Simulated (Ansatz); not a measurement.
**B3LYP/6-31G(d) (spherical functions) run of BHOF2 (difluorohydroxyborane)**

What is the vertical ionisation energy of BHOF2 (difluorohydroxyborane) at B3LYP/6-31G* (spherical functions)? 

The calculation is run with Ansatz 0.2.0.

63 further runs of the same task are left out: 63 set aside as unsound or not needed.

## 1. The structure to begin with

BHOF2 has 5 atoms, charge 0, and is taken as a singlet. As SMILES, `OB(F)F`. Geometry: relaxed at PBE0-D4/def2-TZVP.

Bond lengths: O1–B2 1.345 Å, B2–F3 1.317 Å, B2–F4 1.327 Å, O1–H5 0.960 Å. Angles: O1–B2–F3 119.5°, O1–B2–F4 122.2°, F3–B2–F4 118.3°, B2–O1–H5 113.5°.

## 2. The energy at B3LYP/6-31G(d) (spherical functions)

run.yaml reads:

```yaml
crystal:
  periodic: [false, false, false]
  atoms:
    - {symbol: O, position_ang: [0.038630, 1.000750, 0.174310]}
    - {symbol: B, position_ang: [0.105760, -0.342460, 0.137210]}
    - {symbol: F, position_ang: [0.731030, -0.986880, 1.100700]}
    - {symbol: F, position_ang: [-0.439530, -1.051930, -0.843330]}
    - {symbol: H, position_ang: [-0.435890, 1.380520, -0.568880]}
basis:
  gaussian:
    orbitals: 6-31G_st_-spherical.json
magnetization:
  spin_polarized: false
  initial_magnetization: 0
hamiltonian:
  xc: {name: B3LYP}
accuracy: high
output: {orbitals: {seedname: orbitals}}
```

The basis set 6-31G* is read from a file made from the Basis Set Exchange's data (not shown).

Run with:

```sh
$ ansatz run run.yaml --threads 1 --pin off --max-ram 3480MiB --events-out events.jsonl --progress --plain --runs-dir runs
```

The log of the run:

```text
Warning: RAYON_NUM_THREADS=1 ignored (pool sized by the plan → 1); use --threads N
Functional definition: B3LYP
  name "B3LYP"
  parameter a0 = 0.2
  parameter ax = 0.72
  parameter ac = 0.81
  exchange = (1 - a0 - ax)*slater_x + ax*b88_x + a0*exact_x
  correlation = (1 - ac)*vwn_rpa_c + ac*lyp_c
1255 factors; integrals over basis functions are off by at most 2.7e-9 eV
mean field evaluation 1: about -8173.0958 eV, gradient 5.4e1 eV
mean field evaluation 2: about -8167.8650 eV, gradient 7.8e1 eV
mean field evaluation 4: about -8177.6697 eV, gradient 2.3e0 eV
mean field evaluation 8: about -8177.6785 eV, gradient 4.1e-2 eV
mean field evaluation 16: about -8177.6785 eV, gradient 8.3e-7 eV
mean field -8177.67850446 eV, -300.5241420092 hartree, gradient 1.1e-8 eV, S^2 0.000000; 0 other end points of the search recorded, 0 dependent functions left out
reference -8177.67852891 eV, -300.5241429077 hartree; 16, 16 occupied and 42, 42 virtual orbitals, 1255 factors
Total energy: -8177.67852891 eV, -300.5241429077 hartree
```

Run time: 2.6 s. Hardware: 1 thread of Arm Neoverse V2, shared host; peak memory 0.15 GiB.

## 3. The doublet cation

molecule.yaml reads:

```yaml
crystal:
  periodic: [false, false, false]
  atoms:
    - {symbol: O, position_ang: [0.038630, 1.000750, 0.174310]}
    - {symbol: B, position_ang: [0.105760, -0.342460, 0.137210]}
    - {symbol: F, position_ang: [0.731030, -0.986880, 1.100700]}
    - {symbol: F, position_ang: [-0.439530, -1.051930, -0.843330]}
    - {symbol: H, position_ang: [-0.435890, 1.380520, -0.568880]}
basis:
  gaussian:
    orbitals: 6-31G_st_-spherical.json
total_charge: 1
magnetization:
  spin_polarized: true
  initial_magnetization: 1
hamiltonian:
  xc: {name: B3LYP}
accuracy: high
output: {orbitals: {seedname: orbitals}}
```

The basis set 6-31G* is read from a file made from the Basis Set Exchange's data (not shown).

Run with:

```sh
$ ansatz run molecule.yaml --threads 1 --pin off --max-ram 3480MiB --events-out events.jsonl --progress --plain --runs-dir runs
```

The log of the run:

```text
Warning: RAYON_NUM_THREADS=1 ignored (pool sized by the plan → 1); use --threads N
[... 7 set-up lines as earlier in the session ...]
1254 factors; integrals over basis functions are off by at most 2.8e-9 eV
mean field evaluation 1: about -8156.0676 eV, gradient 5.2e1 eV
mean field evaluation 2: about -8132.9497 eV, gradient 9.7e1 eV
mean field evaluation 4: about -8164.0469 eV, gradient 3.6e0 eV
mean field evaluation 8: about -8164.2520 eV, gradient 1.1e0 eV
mean field evaluation 16: about -8164.2563 eV, gradient 3.7e-3 eV
mean field evaluation 32: about -8164.2563 eV, gradient 1.2e-5 eV
mean field evaluation 64: about -8164.1361 eV, gradient 4.7e0 eV
mean field -8164.25633560 eV, -300.0308864014 hartree, gradient 8.3e-8 eV, S^2 0.756318; 7 other end points of the search recorded, 0 dependent functions left out
reference -8164.25635907 eV, -300.0308872640 hartree; 16, 15 occupied and 42, 43 virtual orbitals, 1254 factors
Total energy: -8164.25635907 eV, -300.0308872640 hartree
```

It took 15 s on 1 thread of Arm Neoverse V2, shared host; peak memory 0.22 GiB.

## 4. Results

At B3LYP/6-31G* (spherical functions):

| quantity | value |
| --- | --- |
| singlet BHOF2: total energy | -300.52414 Eh |
| singlet BHOF2: HOMO energy | -9.88 eV |
| singlet BHOF2: LUMO energy | 1.60 eV |
| singlet BHOF2: HOMO–LUMO gap | 11.48 eV |
| doublet cation: total energy | -300.03089 Eh |
| doublet cation: HOMO energy (highest over α and β) | -18.70 eV |
| doublet cation: LUMO energy (lowest over α and β) | -16.90 eV |
| doublet cation: ⟨S²⟩ | 0.756 |
| vertical ionisation energy (to the doublet cation) | 13.422 eV |

**Reading.** The vertical ionisation energy comes to 13.42 eV (310 kcal/mol). −ε(HOMO) before ionisation, 9.88 eV, is 3.55 eV below this ionisation energy.
